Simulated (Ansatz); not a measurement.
# NaTlTe2: the cost of one run

Program: Ansatz 0.2.0. Level of theory: plane waves, PAW. These are calculated values, not measurements.

1 further run of the same task is left out (it didn't finish). Runs told in other sessions of the task aren't counted.

**1. The system as given**

It takes space group P-4m2 (No. 115, tetragonal). Conventional cell: a = 4.635 Å, b = 4.635 Å, c = 7.423 Å, α = 90.00°, β = 90.00°, γ = 90.00°. Around Na (site symmetry -4m2) lie 4 Te at 3.06 Å. Te (site symmetry 2mm) is surrounded by 2 Tl at 2.88 Å and 2 Na at 3.06 Å. Around Tl (site symmetry -4m2) lie 4 Te at 2.88 Å.

As a file:

```xyz
4
Lattice="4.6346 0.0000 0.0000 0.0000 4.6346 0.0000 0.0000 0.0000 7.4229" Properties=species:S:1:pos:R:3 pbc="T T T"
Na    0.0000    0.0000    0.0000
Te    0.0000    2.3173    1.9936
Tl    2.3173    2.3173    3.7115
Te    2.3173    0.0000    5.4294
```

Cell and atoms come from an earlier r2SCAN relaxation. No run includes spin-orbit coupling, which matters for Te, Tl.

**2. PBE, anion s p, 4×4×2**

input.yaml

```yaml
crystal:
  lattice:
    - [4.6345929494, 0.0, 0.0]
    - [0.0, 4.6345929494, 0.0]
    - [0.0, 0.0, 7.4229363044]
  atoms:
    - { symbol: Na, position: [0.0, 0.0, 0.0] }
    - { symbol: Te, position: [0.0, 0.5, 0.2685705919] }
    - { symbol: Tl, position: [0.5, 0.5, 0.5] }
    - { symbol: Te, position: [0.5, 0.0, 0.7314294081] }
kpoints:
  mp_grid: { grid: [4, 4, 4] }
  band_path:
    path:
      - [[0.0, 0.0, 0.0], [-5.13590655759e-51, 0.5, -1.718374174895e-33], [0.5, 0.5, -1.680106983091e-18], [0.0, 0.0, 0.0], [1.233740836488e-35, 3.323273782883e-50, 0.5], [1.233740836488e-35, 0.5, 0.5], [0.5, 0.5, 0.5], [1.233740836488e-35, 3.323273782883e-50, 0.5]]
      - [[-5.13590655759e-51, 0.5, -1.718374174895e-33], [1.233740836488e-35, 0.5, 0.5]]
      - [[0.5, 0.5, -1.680106983091e-18], [0.5, 0.5, 0.5]]
    npoints: 10
hamiltonian:
  xc: pbe
scf:
  occupations: { method: fermi_dirac, width: 0.02 }
  n_extra_bands: 6
output:
  forces: false
  stress: false
  eigenvalues: true
  wannier:
    kmesh: [4, 4, 2]
    projections: [{ species: Te, l: s, shell: 5 }, { species: Te, l: p, shell: 5 }]
    minimise: true
    write_hr: true
    conv_tol: 1.0e-08
    max_iter: 3000
```

Command:

```
ansatz run input.yaml --threads 4 --pin off --max-ram 3686MiB --backend cpu --events-out ev --progress --plain --runs-dir out
```

**Question.** How long does this run take on 4 threads of Intel Xeon Platinum 8175M at 2.50GHz (Skylake/Cascade Lake), shared host, and how much memory does it need?

About 7.1 s, with a peak of 0.61 GiB.
